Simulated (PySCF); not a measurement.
# In: dipole response in def2-QZVPPD with ECP28

Aim: the static polarisability and the C₆ coefficient of In, method by method.

The numbers are computed with PySCF 2.14.0 (unrestricted determinants in a Gaussian basis, no spin-orbit coupling in the energies), except any that are marked as measured or tabulated.

## Step 1: Starting point

| Item | Value |
| --- | --- |
| Element | indium (Z = 49) |
| Basis | def2-QZVPPD with the def2 core potential (28 electrons) |
| Hamiltonian | scalar relativity through the core potential |
| State 1 | In: [Kr] 4d10 5s2 5p1, 2P determinant |
| Methods | MN15 |

Outer shells as boxes (Hund's rule):

In [Kr] 4d10 5s2 5p1
```
[Kr] core
4d [↑↓][↑↓][↑↓][↑↓][↑↓]
5s [↑↓]
5p [↑ ][  ][  ]
```

One driver process ran all states and methods and kept the integrals in memory. Each run is shown as a PySCF script that sums up its settings (the driver passes frozen orbitals as a list and adds second-order terms of double hybrids); the logs are those of the runs themselves. The driver starts from symmetry-adapted Hartree-Fock orbitals, holds the occupation by maximum overlap and uses a logarithmic radial grid for functionals, so a plain start would take other cycles.

The integrals over 88 functions and the set-up took 0.82 s of CPU time.

## Step 2: In: MN15

Level: MN15.

input.py reads:

```python
from pyscf import gto, scf, dft, mp, cc
import basis_set_exchange as bse
txt = bse.get_basis("def2-QZVPPD", elements=["In"], fmt="nwchem", header=False)
cut = txt.index("\nECP")
mol = gto.M(atom="In 0 0 0", charge=0, spin=1, symmetry="D2h",
            basis=gto.basis.parse(txt[:cut]),
            ecp={"In": gto.basis.parse_ecp(txt[cut:])})
mf = dft.UKS(mol, xc="MN15")
mf.irrep_nelec = {'Ag': (4, 4), 'B1g': (1, 1), 'B2g': (1, 1), 'B3g': (1, 1), 'B1u': (1, 1), 'B2u': (2, 1), 'B3u': (1, 1)}
mf.kernel()
```

The program printed:

```text
damping factor = 0
level_shift factor = 0
DIIS = <class 'pyscf.scf.diis.CDIIS'>
diis_start_cycle = 1
diis_space = 10
diis_damp = 0
SCF conv_tol = 1e-09
SCF conv_tol_grad = None
number electrons alpha = 11  beta = 10
XC functionals = MN15
    H. S. Yu, X. He, S. L. Li, and D. G. Truhlar.,  Chem. Sci. 7, 5032-5051 (2016)
    H. S. Yu, X. He, S. L. Li, and D. G. Truhlar.,  Chem. Sci. 7, 5032-5051 (2016)
cycle= 1 E= -189.70097946483  delta_E= -0.0122  |g|= 0.178  |ddm|= 0.393
cycle= 2 E= -189.702204333996  delta_E= -0.00122  |g|= 0.158  |ddm|= 0.253
cycle= 3 E= -189.708274641819  delta_E= -0.00607  |g|= 0.00263  |ddm|= 0.116
cycle= 4 E= -189.708280964744  delta_E= -6.32e-06  |g|= 0.000505  |ddm|= 0.0137
cycle= 5 E= -189.708281498589  delta_E= -5.34e-07  |g|= 8.9e-05  |ddm|= 0.00565
cycle= 6 E= -189.708281525402  delta_E= -2.68e-08  |g|= 1.16e-05  |ddm|= 0.00129
cycle= 7 E= -189.708281525893  delta_E= -4.91e-10  |g|= 2.18e-06  |ddm|= 0.000153
converged SCF energy = -189.708281525893  <S^2> = 0.75289847  2S+1 = 2.0028964
```

CPU time 51 s on a shared host, the integrals not counted.

The occupied shells:

```tsv
shell	electrons	mean orbital energy (eV)	spread (eV)	rms radius (bohr)
4s β	1	-123.14	0	0.915
4s α	1	-123.13	0	0.915
4p α	3	-81.675	0.266	1.00
4p β	3	-81.665	0.282	1.00
4d α	5	-21.615	0.265	1.30
4d β	5	-21.534	0.373	1.30
5s α	1	-10.257	0	2.80
5s β	1	-9.711	0	2.80
5p α	1	-3.952	0	4.03
```

⟨S²⟩ = 0.753, ⟨L²⟩ = 2.01.

The driver then solved the coupled dipole response at imaginary frequencies: mean α = 73.82 bohr³ (xx, yy, zz: 58.20, 105.1, 58.20), C₆ = 752.5 au for a like pair.

Energies and moments cover only the electrons outside the core potential.

Radial density 4πr²ρ of In at MN15, the electrons outside the core potential:

```tsv
r (bohr)	density	spin density
0.0136	2.09e-05	0.000
0.0228	4.21e-05	0.000
0.0384	7.82e-05	0.000
0.0645	0.000231	0.000
0.109	0.00184	0.000
0.183	0.0254	0.000
0.307	0.506	0.000
0.516	8.18	0.008
0.869	21.2	-0.007
1.46	7.62	0.056
2.46	1.81	0.315
4.13	0.418	0.199
6.95	0.0374	0.034
11.7	0.000651	0.001
```

## Step 3: The response side by side

In, in atomic units:

```tsv
method	mean α	C₆ (like pair)	S(−4)
MN15	73.82	752.5	3643
```

Reference α: 65 ± 4 bohr³ (recommended; Schwerdtfeger and Nagle, table of static dipole polarizabilities (2023 update)). Published C₆: 779.0 (Chu and Dalgarno (2004); Tang, Norbeck and Certain (1976)).

α(iu) at MN15:

```tsv
u (hartree)	α(iu) (bohr³)
0	73.82
0.0500	66.18
0.100	52.67
0.200	32.92
0.300	22.18
0.500	12.29
0.750	7.491
1.00	5.273
1.50	3.199
2.00	2.206
3.00	1.247
5.00	0.5548
```

## Step 4: Results

| quantity | value |
| --- | --- |
| α of In | 73.82 (MN15) bohr³; reference 65.00 |

**Reading.** For In MN15 differs from the reference by +14 %. All values hold for this basis alone; no basis-set limit was taken.
